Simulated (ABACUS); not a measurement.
The system is HfIn4SiO6.

```
CELL_PARAMETERS angstrom
5.27743 0.00000 0.00000
-2.63872 4.57039 0.00000
0.00000 0.00000 10.55905
ATOMIC_POSITIONS crystal
Hf 0.66667 0.33333 0.00000
In 0.00000 0.00000 0.30446
In 0.00000 0.00000 0.69554
In 0.33333 0.66667 0.78919
In 0.33333 0.66667 0.21081
Si 0.00000 0.00000 0.00000
O 0.97300 0.70496 0.89972
O 0.29504 0.02700 0.10028
O 0.29504 0.26804 0.89972
O 0.73196 0.70496 0.10028
O 0.73196 0.02700 0.89972
O 0.97300 0.26804 0.10028
```

The cell was built by a generator and needn't be a form met in nature.

Base run:

```yaml
Program: ABACUS 3.10.1
Functional: r2SCAN
Potentials_or_basis: SG15 ONCV 1.2 PBE
Cutoff: 1361 eV
Density_cutoff: 5442 eV
Basis: DZP LCAO (the cutoffs set its grid)
k_mesh: 4 × 4 × 2
Occupations: fermi-dirac, width 0.05 eV
Spin: no spin polarisation
```

Its results: band gap on the k mesh 0.73 eV, indirect (least direct gap 2.13 eV); pressure -2.1 GPa; largest force 0.545 eV/Å.

**Question.** The run is repeated on the same cell with these changes: functional from r2SCAN to PBE; potentials or basis from SG15 ONCV 1.2 PBE to PseudoDojo NC SR 0.5 PBE stringent; cutoff from 1361 eV to 1796 eV; density cutoff from 5442 eV to 7184 eV; valence electrons from 118 to 150. What comes out?

**Answer.** Band gap on the k mesh 0.41 eV, indirect (least direct gap 1.79 eV); pressure 1.3 GPa; largest force 0.171 eV/Å.

Caveats: the atomic orbitals were generated for these runs and aren't a published set; spin-orbit coupling is left out, which moves the levels of the heavy elements; the basis of atomic orbitals isn't converged, which shifts pressures, moduli and gaps; the potentials were made for another functional, which shifts forces and pressure (some runs).

A k mesh can miss the band edges.
